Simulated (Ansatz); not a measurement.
# Ti5Al2C3: compression at zero temperature

An exercise on one series of results from a longer session: the logs are not shown, and one member is left open.

Method: DFT PBEsol, scalar-relativistic, plane waves, PAW, in Ansatz 0.2.0.

1 further run of the same task is left out (set aside as unsound or not needed).

## The starting structure

Symmetry: R-3m, No. 166, trigonal system. Conventional cell: a = 3.046 Å, b = 3.046 Å, c = 48.217 Å, α = 90.00°, β = 90.00°, γ = 120.00°. Around Ti (site symmetry -3m) lie 6 C at 2.18 Å. Around Ti (site symmetry 3m) lie 3 C at 2.06 Å. Ti (site symmetry 3m) has 3 C at 2.09 Å in its first shell of neighbours. Around Al (site symmetry 3m) lie 6 Ti at 2.87 to 2.88 Å and 6 Al at 3.05 Å. Around C (site symmetry 3m) lie 6 Ti at 2.06 to 2.18 Å. Around C (site symmetry -3m) lie 6 Ti at 2.09 Å.

Structure file:

```
CELL_PARAMETERS angstrom
1.52279 0.87919 16.07240
-1.52279 0.87919 16.07240
0.00000 -1.75837 16.07240
ATOMIC_POSITIONS crystal
Ti 0.50000 0.50000 0.50000
Ti 0.78462 0.78462 0.78462
Ti 0.69021 0.69021 0.69021
Ti 0.30979 0.30979 0.30979
Ti 0.21538 0.21538 0.21538
Al 0.59609 0.59609 0.59609
Al 0.40391 0.40391 0.40391
C 0.85989 0.85989 0.85989
C 0.14011 0.14011 0.14011
C 0.00000 0.00000 0.00000
```

It goes back to an entry of the Materials Project, which need not be the stable form.

This cell was relaxed beforehand with the same method: volume 12.91 Å³/atom, gap on the mesh none (metal).

The first run:

input.yaml reads:

```yaml
crystal:
  lattice:
    - [1.5276354141, 0.8819807176, 16.1234921939]
    - [-1.5276354141, 0.8819807176, 16.1234921939]
    - [0.0, -1.7639614351, 16.1234921939]
  atoms:
    - { symbol: Ti, position: [0.5, 0.5, 0.5] }
    - { symbol: Ti, position: [0.7846243548, 0.7846243548, 0.7846243548] }
    - { symbol: Ti, position: [0.690214665, 0.690214665, 0.690214665] }
    - { symbol: Ti, position: [0.309785335, 0.309785335, 0.309785335] }
    - { symbol: Ti, position: [0.2153756452, 0.2153756452, 0.2153756452] }
    - { symbol: Al, position: [0.5960877466, 0.5960877466, 0.5960877466] }
    - { symbol: Al, position: [0.4039122534, 0.4039122534, 0.4039122534] }
    - { symbol: C, position: [0.8598921535, 0.8598921535, 0.8598921535] }
    - { symbol: C, position: [0.1401078465, 0.1401078465, 0.1401078465] }
    - { symbol: C, position: [0.0, 0.0, 0.0] }
basis:
  ecutwfc: 420
kpoints:
  mp_grid: { grid: [12, 12, 12] }
hamiltonian:
  xc: pbesol
scf:
  occupations: { method: gaussian, width: 0.1 }
output:
  forces: true
  stress: true
  eigenvalues: true
relax:
  adjacent_minimum: "off"
  f_tol: 0.008
  max_steps: 50
  cell: { stress_tol: 0.08, p_target: -1.0 }
```

The run is started by

```console
$ ansatz run input.yaml --threads 2 --pin off --max-ram 5120MiB --backend cpu --events-out ev --progress --plain --runs-dir out
```

Steps of the session up to this table: -1 GPa; Relaxing at 1 GPa; Target pressure 4 GPa; 12 GPa; Relaxing at 25 GPa.

One of the session's tables, all rows but one given; the rest of the session is left out.

It belongs to the step «Volume, cell and gap against pressure». Lengths are those of the vectors of the cell that was run:

```
P (GPa)  V (Å³/atom)   a (Å)   b (Å)   c (Å)  ΔH (eV/atom)
     -1        12.99  16.208  16.208  16.208        -0.081
      0        12.91  16.168  16.168  16.168         0.000
      1            ?       ?       ?       ?             ?
      4        12.60  16.020  16.020  16.020         0.318
     12        12.08  15.770  15.770  15.770         0.934
     25        11.42  15.454  15.454  15.454         1.886
```

**Question.** Estimate the row for P (GPa) = 1.

Worked estimate for «V (Å³/atom)». A straight line through the neighbours (0, 12.91) and (4, 12.60) gives 12.91 + (12.60 − 12.91) × (1 − 0) / (4 − 0) = 12.83; a parabola fitted to 4 rows on both sides gives 12.83.

The run gave: V (Å³/atom): 12.83; a (Å): 16.128; b (Å): 16.128; c (Å): 16.128; ΔH (eV/atom): 0.080. In «V (Å³/atom)» the line misses by 0.00 and the parabola by 0.00.

ΔH is E + PV over the energy at zero pressure; a, b and c are the vectors of the computed cell. 

To keep in mind: Other structures may take over in this range; these runs cannot find them.
